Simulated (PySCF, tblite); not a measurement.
**C6H5N2P: geometry, infrared bands and NMR shifts**

What infrared bands and NMR shifts should C6H5N2P (`Cc1pccnc1C#N`) show?

Computed with tblite 0.8.0 and PySCF 2.14.0, with density-fitted response routines of our own, on a single molecule in the gas phase. Atoms are numbered from 0 throughout.

### 1 Starting geometry

14 atoms, charge 0, multiplicity 1; geometry from: force field or distance geometry start.

Bonds of the start (Å): C0–C1 1.49, C1–P2 1.89, P2–C3 1.84, C3–C4 1.37, C4–N5 1.37, N5–C6 1.36, C6–C7 1.44, C7–N8 1.16, C6–C1 1.41, C0–H9 1.10, C0–H10 1.10, C0–H11 1.10, C3–H12 1.09, C4–H13 1.10.

### 2 Relaxing the molecule with GFN2-xTB

The job: settings as JSON, then the geometry in Å.

```
{"job": {"kind": "relax", "xc": "GFN2-xTB", "basis": "xTB"}, "charge": 0, "multiplicity": 1}
C     -1.901800    -1.014400     0.199100
C     -0.502400    -0.503000     0.126000
P      0.868100    -1.689700     0.656000
C      2.311800    -0.590300     0.379700
C      2.180400     0.700300    -0.067000
N      1.048700     1.385200    -0.403800
C     -0.176100     0.797500    -0.295900
C     -1.238300     1.689300    -0.681700
N     -2.128400     2.364400    -0.992500
H     -1.968800    -2.046900     0.560000
H     -2.504700    -0.399500     0.885700
H     -2.373200    -0.986000    -0.792200
H      3.290900    -1.000300     0.616300
H      3.093100     1.293100    -0.211700
```

Launch:

```bash
OMP_NUM_THREADS=1 python probes_run.py task.json out
```

This one command runs all jobs of the session in turn.

**Question.** This job is followed by: GFN2-xTB harmonic vibrations, gas phase; GIAO PBE0/pcSseg-1 NMR shielding, non-relativistic, gas phase. Predict these results of the whole session: strongest single infrared mode (GFN2-xTB); zero-point energy (GFN2-xTB); ¹³C shifts against TMS (PBE0/pcSseg-1); ¹H shifts against TMS (PBE0/pcSseg-1, means over atoms taken as alike); ³¹P shifts against H3PO4 (PBE0/pcSseg-1); ¹⁵N shifts against NH3 (PBE0/pcSseg-1); surface potential, 1st and 99th percentile.

The runs gave:

```
                                                              quantity                                        value
                             strongest single infrared mode (GFN2-xTB)                        2375 cm⁻¹, 147 km/mol
                                          zero-point energy (GFN2-xTB)                                59.9 kcal/mol
                                ¹³C shifts against TMS (PBE0/pcSseg-1)  179.5, 160.6, 154.3, 141.6, 121.4, 27.1 ppm
¹H shifts against TMS (PBE0/pcSseg-1, means over atoms taken as alike)                         9.31, 8.99, 3.14 ppm
                              ³¹P shifts against H3PO4 (PBE0/pcSseg-1)                                    268.2 ppm
                                ¹⁵N shifts against NH3 (PBE0/pcSseg-1)                             365.9, 322.0 ppm
                                 surface potential, 1st and 99th percentile                           -1.63 V and 1.35 V
```

Relaxing lowered the energy by 0.502 eV in 33 steps; the close pair that moved most is C1–P2, from 1.889 to 1.748 Å. No mode is imaginary among the 36: a minimum at this level. The strongest single mode, at 2375 cm⁻¹, moves mainly C7 and N8. Unscaled tight-binding wavenumbers are off by several per cent, some by more. Its intensities can rank the bands wrongly. NICS(1)zz of -25 ppm above the planar ring from C1 marks a diatropic (aromatic) ring current. By nearest atom (PBE0/pcSseg-1), the HOMO sits on N5 45 %; P2 18 % and the LUMO on P2 36 %; N5 19 %.
